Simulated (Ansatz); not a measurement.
# CH7GaSn (SMILES [CH3][SnH2][GaH2]): PBE/def2-SVP (core potential)

Aim: the electronic atomisation energy of CH7GaSn at PBE/def2-SVP (core potential), from 5 runs. 

Program for the calculation: Ansatz 0.2.0.

38 further runs of the same task are left out: 38 set aside as unsound or not needed.

### Step 1. The structure to begin with

CH7GaSn has 10 atoms, charge 0, and is taken as a singlet. SMILES: `[CH3][SnH2][GaH2]`. The coordinates come from a PBE0-D4/def2-TZVP relaxation.

Bond lengths: C1–Sn2 2.149 Å, Sn2–Ga3 2.622 Å, C1–H4 1.090 Å, C1–H5 1.090 Å, C1–H6 1.090 Å, Sn2–H7 1.717 Å, Sn2–H8 1.717 Å, Ga3–H9 1.576 Å, Ga3–H10 1.574 Å. Some angles: C1–Sn2–Ga3 113.9°, C1–Sn2–H7 107.9°, C1–Sn2–H8 108.0°, Ga3–Sn2–H7 110.2°, Ga3–Sn2–H8 110.6°, Sn2–C1–H4 109.9°, Sn2–C1–H5 110.0°, Sn2–C1–H6 110.0°, Sn2–Ga3–H9 121.1°, Sn2–Ga3–H10 120.9°.

### Step 2. A single-point energy at PBE/def2-SVP (core potential)

The input, run.yaml:

```yaml
crystal:
  periodic: [false, false, false]
  atoms:
    - {symbol: C, position_ang: [-1.630300, 0.570100, -0.523900]}
    - {symbol: Sn, position_ang: [0.239600, -0.482300, -0.646800]}
    - {symbol: Ga, position_ang: [1.786900, -0.142600, 1.442100]}
    - {symbol: H, position_ang: [-2.223300, 0.378200, -1.418300]}
    - {symbol: H, position_ang: [-2.188000, 0.236900, 0.351500]}
    - {symbol: H, position_ang: [-1.449600, 1.641800, -0.439900]}
    - {symbol: H, position_ang: [-0.106900, -2.150300, -0.863700]}
    - {symbol: H, position_ang: [1.039800, 0.025500, -2.078600]}
    - {symbol: H, position_ang: [1.310700, 0.711500, 2.677700]}
    - {symbol: H, position_ang: [3.221300, -0.788900, 1.499900]}
basis:
  gaussian: {orbitals: def2-SVP}
hamiltonian: {xc: {name: PBE}}
accuracy: high
output: {orbitals: {seedname: orbitals}}
```

On the command line:

```bash
$ ansatz run run.yaml --threads 1 --pin off --max-ram 2610MiB --events-out events.jsonl --progress --plain --runs-dir runs
```

Standard output:

```text
Warning: RAYON_NUM_THREADS=1 ignored (pool sized by the plan → 1); use --threads N
Functional definition: PBE
  name "PBE"
  parameter kappa = 0.804
  parameter beta = 0.06672455060314922
  exchange = pbe_x(kappa = kappa, mu = beta*pi^2/3)
  correlation = pbe_c(beta = beta)
2479 factors; integrals over basis functions are off by at most 3.2e-8 eV
mean field evaluation 1: about -59333.3699 eV, gradient 6.2e1 eV
mean field evaluation 2: about -59313.7552 eV, gradient 9.6e1 eV
mean field evaluation 4: about -59342.0993 eV, gradient 5.2e0 eV
mean field evaluation 8: about -59342.1915 eV, gradient 2.2e-1 eV
mean field evaluation 16: about -59342.1916 eV, gradient 2.1e-5 eV
mean field -59342.19161142 eV, -2180.7853181374 hartree, gradient 5.7e-8 eV, S^2 0.000000; 0 other end points of the search recorded, 0 dependent functions left out
reference -59342.19161589 eV, -2180.7853183018 hartree; 33, 33 occupied and 74, 74 virtual orbitals, 2479 factors
Total energy: -59342.19161589 eV, -2180.7853183018 hartree
```

It took 9.6 s on 1 thread of Arm Neoverse V2, shared host; peak memory 0.31 GiB.

### Step 3. The C atom

The input, run.yaml:

```yaml
crystal:
  periodic: [false, false, false]
  atoms:
    - {symbol: C, position_ang: [0.000000, 0.000000, 0.000000]}
basis:
  gaussian: {orbitals: def2-SVP}
magnetization: {spin_polarized: true, initial_magnetization: 2}
hamiltonian: {xc: pbe}
accuracy: high
```

Run the same way, it converges to -37.75124 Eh (log not shown).

### Step 4. The Ga atom

The input, in.yaml:

```yaml
crystal:
  periodic: [false, false, false]
  atoms:
    - {symbol: Ga, position_ang: [0.000000, 0.000000, 0.000000]}
basis:
  gaussian:
    orbitals: def2-SVP
magnetization:
  spin_polarized: true
  initial_magnetization: 1
hamiltonian:
  xc: {name: PBE}
accuracy: high
```

Run the same way, it converges to -1924.26790 Eh (log not shown).

### Step 5. The H atom at the same level

The input, input.yaml:

```yaml
basis:
  gaussian: {orbitals: def2-SVP}
crystal:
  periodic: [false, false, false]
  atoms:
    - {symbol: H, position_ang: [0.000000, 0.000000, 0.000000]}
magnetization: {spin_polarized: true, initial_magnetization: 1}
hamiltonian: {xc: {name: PBE}}
accuracy: high
```

Run the same way, it converges to -0.49863 Eh (log not shown).

### Step 6. The Sn atom

The input, input.yaml:

```yaml
crystal:
  periodic: [false, false, false]
  atoms:
    - symbol: Sn
      position_ang: [0.000000, 0.000000, 0.000000]
basis:
  gaussian:
    orbitals: def2-SVP
accuracy: high
magnetization:
  spin_polarized: true
  initial_magnetization: 2
hamiltonian:
  xc: pbe
```

Run the same way, it converges to -214.24400 Eh (log not shown).

### Step 7. What came out

Level: PBE/def2-SVP (core potential).

| quantity | value |
| --- | --- |
| molecule: total energy | -2180.78532 Eh |
| molecule: HOMO energy | -6.11 eV |
| molecule: LUMO energy | -2.86 eV |
| molecule: HOMO–LUMO gap | 3.25 eV |
| C atom: total energy | -37.75124 Eh |
| C atom: ⟨S²⟩ | 2.002 |
| Ga atom: total energy | -1924.26790 Eh |
| Ga atom: ⟨S²⟩ | 0.752 |
| H atom: total energy | -0.49863 Eh |
| H atom: ⟨S²⟩ | 0.750 |
| Sn atom: total energy | -214.24400 Eh |
| Sn atom: ⟨S²⟩ | 2.002 |
| electronic atomisation energy | 28.076 eV |

Taking the molecule apart into free atoms costs 28.08 eV (2709 kJ/mol), before zero-point energy and without spin-orbit coupling.
